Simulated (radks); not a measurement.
# Ionising platinum step by step, Pt⁴⁰⁺ to Pt⁵⁹⁺

An exercise on one series of results from a longer session: the logs are not shown, and one member is left open.

The numbers are computed with radks (a radial shooting solver on a logarithmic mesh, Libxc functionals) version 1 (scalar-relativistic Kohn-Sham, PBE, spin-polarised, spherical densities, finite nucleus; open shells are filled with parallel spins first), except any that are marked as measured or tabulated.

## The system

```
element             : platinum (Z = 78)
charges             : 40 to 59
first configuration : [Kr] 4d2
last configuration  : [Ar] 3d1
```

Outer shells as boxes (Hund's rule):

Pt⁴⁰⁺
```
[Kr] core
4d [↑ ][↑ ][  ][  ][  ]
```

Pt⁵⁹⁺
```
[Ar] core
3d [↑ ][  ][  ][  ][  ]
```

The first run:

Input:

```text
Z 78
configuration [Kr] 4d2 5s0 5p0
relativity scalar-relativistic
functional pbe,pbe
spin polarised
nucleus finite rms 5.427 fm
c 137.035999084
```

Among the steps run: Pt⁴⁰⁺, [Kr] 4d2.

One of the session's tables, all rows but one given; the rest of the session is left out.

It belongs to the step «Pt⁴⁰⁺, [Kr] 4d2». Sizes of the orbitals, from the radial functions (bohr):

```
  level     <r>  outermost maximum (interpolated)  90 % within  nodes
  4p up  0.3891                             0.381        0.555      2
4p down  0.3893                             0.381        0.555      2
  4d up  0.3876                             0.375        0.564      1
4d down  0.3879                             0.375        0.564      1
  5s up  0.6495                             0.667        0.900      4
5s down  0.6502                             0.668        0.900      4
  5p up  0.6743                             0.695        0.938      3
5p down       ?                                 ?            ?      ?
```

Estimate the missing values for 5p down.

As computed: <r>: 0.6750; outermost maximum (interpolated): 0.696; 90 % within: 0.939; nodes: 3. In the column «<r>» it is the highest.

Caveats from the session: Open shells are spherical and high-spin; term and fine-structure splittings are not resolved.
